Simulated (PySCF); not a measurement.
# C₁₀H₁₀O₂S₂: NMR shifts at several levels of theory, part 2 of 2

PySCF 2.14.0. Atoms count from 0. Earlier steps stand in the parts before.

### 7 Shielding tensors: HF/pcSseg-1

The job: settings as JSON, then the geometry in Å.

```
{"job": {"kind": "nmr", "xc": "HF", "basis": "pcSseg-1", "pop": false}, "charge": 0, "multiplicity": 1}
C     -3.931833    -0.730684     0.357143
S     -3.074736     0.839308     0.180978
C     -1.383450     0.351163     0.083490
C     -0.970442    -0.980684     0.106369
C      0.376593    -1.338355     0.027303
C      0.691081    -2.787826     0.057458
O     -0.147864    -3.652170     0.123709
C      1.383321    -0.350893    -0.080864
S      3.074336    -0.839239    -0.181272
C      3.933090     0.731969    -0.337733
C      0.970796     0.981080    -0.103727
C     -0.376375     1.338353    -0.023831
C     -0.690426     2.787980    -0.051347
O      0.149766     3.651010    -0.119406
H     -4.996074    -0.469274     0.432759
H     -3.788206    -1.377949    -0.519838
H     -3.630599    -1.259164     1.273006
H     -1.675952    -1.808467     0.186288
H      1.775976    -3.048489     0.013828
H      3.640469     1.267709    -1.252165
H      3.781243     1.372246     0.542978
H      4.997976     0.471051    -0.405543
H      1.676199     1.808915    -0.184026
H     -1.774829     3.049680    -0.002937
```

With the program's defaults for keys left out, this is: GIAO HF/pcSseg-1 NMR shielding, non-relativistic, gas phase.

The program printed:

```text
final grid: 211712 points
cycle   1  E = -1328.7451030555  dE =  3.917e+00  |g| = 1.154e+00  |ddm| = 5.116e+00
cycle   2  E = -1328.9422222307  dE = -1.971e-01  |g| = 9.385e-01  |ddm| = 2.495e+00
cycle   3  E = -1329.1090785620  dE = -1.669e-01  |g| = 1.296e-01  |ddm| = 1.319e+00
cycle   4  E = -1329.1158805579  dE = -6.802e-03  |g| = 4.512e-02  |ddm| = 3.193e-01
cycle   5  E = -1329.1167185556  dE = -8.380e-04  |g| = 1.399e-02  |ddm| = 1.036e-01
cycle   6  E = -1329.1168613448  dE = -1.428e-04  |g| = 6.976e-03  |ddm| = 5.397e-02
cycle   7  E = -1329.1168934341  dE = -3.209e-05  |g| = 2.533e-03  |ddm| = 2.631e-02
cycle   8  E = -1329.1168971176  dE = -3.683e-06  |g| = 7.369e-04  |ddm| = 9.184e-03
cycle   9  E = -1329.1168974330  dE = -3.154e-07  |g| = 2.349e-04  |ddm| = 2.104e-03
cycle  10  E = -1329.1168974685  dE = -3.551e-08  |g| = 7.574e-05  |ddm| = 6.857e-04
cycle  11  E = -1329.1168974723  dE = -3.804e-09  |g| = 2.523e-05  |ddm| = 2.350e-04
cycle  12  E = -1329.1168974726  dE = -3.538e-10  |g| = 9.270e-06  |ddm| = 7.624e-05
converged SCF energy = -1329.1168974726

GIAO shielding tensors (ppm)
atom      isotropic    diamagn.    paramagn.     s11        s22        s33       span
  0 C      175.505     248.861     -73.356    169.448    172.123    184.945     15.496
  1 S      583.249    1054.982    -471.733    429.172    517.262    803.312    374.140
  2 C       44.262     262.274    -218.012    -44.105      6.420    170.472    214.577
  3 C       59.149     255.122    -195.973    -49.596     36.704    190.340    239.936
  4 C       51.473     260.463    -208.991    -51.118     36.189    169.346    220.464
  5 C       -0.117     240.210    -240.327   -108.222     -4.622    112.492    220.714
  6 O     -321.423     400.767    -722.190   -923.740   -460.196    419.666   1343.407
  7 C       44.215     262.264    -218.049    -44.112      6.272    170.484    214.595
  8 S      583.154    1054.983    -471.829    429.141    517.168    803.151    374.010
  9 C      175.507     248.864     -73.356    169.523    172.075    184.924     15.401
 10 C       59.175     255.117    -195.942    -49.593     36.792    190.326    239.919
 11 C       51.411     260.461    -209.051    -51.149     36.057    169.325    220.474
 12 C       -0.139     240.234    -240.373   -108.264     -4.651    112.498    220.762
 13 O     -321.523     400.772    -722.295   -923.837   -460.358    419.628   1343.465
 14 H       29.293      26.985       2.308     23.172     26.346     38.361     15.190
 15 H       29.104      30.656      -1.552     24.213     26.606     36.493     12.280
 16 H       29.183      30.623      -1.440     24.393     26.655     36.502     12.109
 17 H       23.437      37.094     -13.657     16.233     23.174     30.904     14.671
 18 H       21.631      28.100      -6.470     16.197     21.050     27.645     11.448
 19 H       29.170      30.621      -1.451     24.371     26.625     36.514     12.143
 20 H       29.118      30.663      -1.545     24.237     26.634     36.483     12.246
 21 H       29.293      26.986       2.307     23.171     26.346     38.361     15.190
 22 H       23.430      37.098     -13.668     16.222     23.169     30.898     14.676
 23 H       21.629      28.098      -6.469     16.205     21.048     27.635     11.430
```

Wall time 67 s (8 threads of Intel Xeon Platinum 8488C (Sapphire Rapids), shared host).

In short: δ C5 191.0, C2 146.6, C4 139.4, C3 131.7, H18 10.06, H17 8.25 ppm (means over like atoms).

### 8 Run by run: NMR shifts

Shifts (ppm) of some atoms, chosen among heavy atoms and hydrogens apart, means over like atoms, with basis size and wall time:

```tsv
run	C5	C4	C3	H18	H17	S1	O6	functions	time
PBE0/pcSseg-1	190.6	136.3	127.8	10.52	7.75	-17	672.2	302	80 s
PBE/pcSseg-1	187.8	133.1	124.8	10.73	7.46	14	669.3	302	52 s
wB97X-D/pcSseg-1	192.5	138.1	129.2	10.45	7.85	-24	665.6	302	2 min
KT2/pcSseg-1	175.6	126.4	116.5	10.37	7.34	11	610.3	302	60 s
HF/pcSseg-1	191.0	139.4	131.7	10.06	8.25	-70	654.8	302	67 s
```

### 9 Outcome

The summary covers parts 1 to 2.

```
                                                               quantity                                 value
                                                            point group                                    Ci
                                   rotational constants (main isotopes)                  0.67, 0.42, 0.26 GHz
¹³C shifts against TMS (PBE0/pcSseg-1, means over atoms taken as alike)  190.6, 146.8, 136.3, 127.8, 16.5 ppm
 ¹H shifts against TMS (PBE0/pcSseg-1, means over atoms taken as alike)                 10.52, 7.75, 2.40 ppm
³³S shifts against CS2 (PBE0/pcSseg-1, means over atoms taken as alike)                               -17 ppm
¹⁷O shifts against H2O (PBE0/pcSseg-1, means over atoms taken as alike)                             672.2 ppm
                         range of the shift of S1 (with its like atoms)                         -70 to 14 ppm
```

Single values in the summary come from the first sound run of each kind (PBE0/pcSseg-1), which need not be the best level. Relaxing lowered the energy by 0.069 eV in 10 steps; the close pair that moved most is C0–S1, from 1.816 to 1.797 Å. No frequency check was run at this level, so the end point may be a saddle. The most deshielded carbon is C5, C12 (mean) (aldehyde carbonyl carbon), at 190.6 ppm: low-lying n→π* states of the double bond to the heteroatom give a large paramagnetic term (-248 ppm). H18, H23 (mean) (hydrogen on an aldehyde carbonyl carbon) lies farthest downfield among hydrogen, at 10.52 ppm; the formyl region, downfield of aromatic protons. At PBE0/pcSseg-1: Shielding is most anisotropic at O6, O13 (span 1392 ppm, paramagnetic term -739 ppm). NICS(1)zz of -19 ppm above the planar ring from C2 marks a diatropic (aromatic) ring current. Across the 5 runs the shift of S1 (with its like atoms) moves most, between -70 (HF/pcSseg-1) and 14 ppm (PBE/pcSseg-1).
